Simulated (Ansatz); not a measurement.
# GeHf: the cost of one run

Method: the settings change from run to run; program: Ansatz 0.2.0, Gaussian basis.

20 further runs of the same task are left out: 12 for a known fault of the program, 5 that didn't finish, 3 set aside as unsound or not needed. Runs told in other sessions of the task aren't counted.

### Step 1. The geometry

The geometry is a PBE0/def2-TZVP stationary point (not a proven minimum). No spin-orbit coupling is included. Elements past krypton take def2 core potentials. The filled d shell of Ge may be among the frozen orbitals whatever the setting's name suggests.

2 atoms, charge 0, spin multiplicity 5.

Atoms are counted from 1 here; the program's logs count them from 0.

Bond lengths: Hf1–Ge2 2.605 Å.

### Step 2. BCCD(T) on UHF/def2-SVPD

in.yaml

```yaml
crystal:
  periodic: [false, false, false]
  atoms:
    - {symbol: Hf, position_ang: [0.000000, 0.000000, 0.000000]}
    - {symbol: Ge, position_ang: [0.000000, 0.000000, 2.604800]}
basis:
  gaussian: {orbitals: def2-SVPD}
magnetization: {spin_polarized: true, initial_magnetization: 4}
correlation: {method: bccd_t, electrons: outside_noble_gas}
```

On the command line:

```console
$ ansatz run in.yaml --threads 1 --pin off --events-out ev --progress --plain --max-ram 2393MiB
```

**Question.** How long does this run take on 1 thread of Arm Neoverse V2, shared host, and how much memory does it need?

About 33 s, with a peak of 0.25 GiB.
